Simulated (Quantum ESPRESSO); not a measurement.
The system is GaB.

```
Ga B
1.0
     2.92814    0.00000    0.00000
     0.00000    2.92814    0.00000
     0.00000    0.00000    3.48610
Ga B
1 1
Cartesian
  1.4641 1.4641 1.7431
  0.0000 0.0000 0.0000
```

The cell was built by a generator and needn't be a form met in nature.

The cell isn't the ideal one: volume scaled by 1.25.

| Property | Result |
| --- | --- |
| Program | Quantum ESPRESSO 7.5 |
| Task | phonons |
| Functional | PBE |
| Potentials or basis | PseudoDojo 0.4.1 SR PBE standard |
| Cutoff | 1088 eV |
| Density cutoff | 4354 eV |
| k mesh | 8 × 8 × 7 |
| Occupations | cold, width 0.2 eV |
| Spin | no spin polarisation |
| Mixing beta | 0.5 |
| Most SCF iterations | 120 |
| SCF threshold | 4e-10 Ry |

**Question.** Which optical modes does the crystal have at the zone centre, and which show in infrared and Raman spectra?

**Answer.** The optical modes are Eu + A2u. Infrared active: Eu + A2u. None is Raman active.

Optical modes at Γ, degenerate ones joined:
| cm⁻¹ | components | symmetry | active in |
| --- | --- | --- | --- |
| 142i | 2 | Eu | IR |
| 34 | 1 | A2u | IR |

Caveat: the mesh is thin for the phonons of a metal; some modes are imaginary; the cell is more than 3 GPa from zero pressure, which shifts response properties.
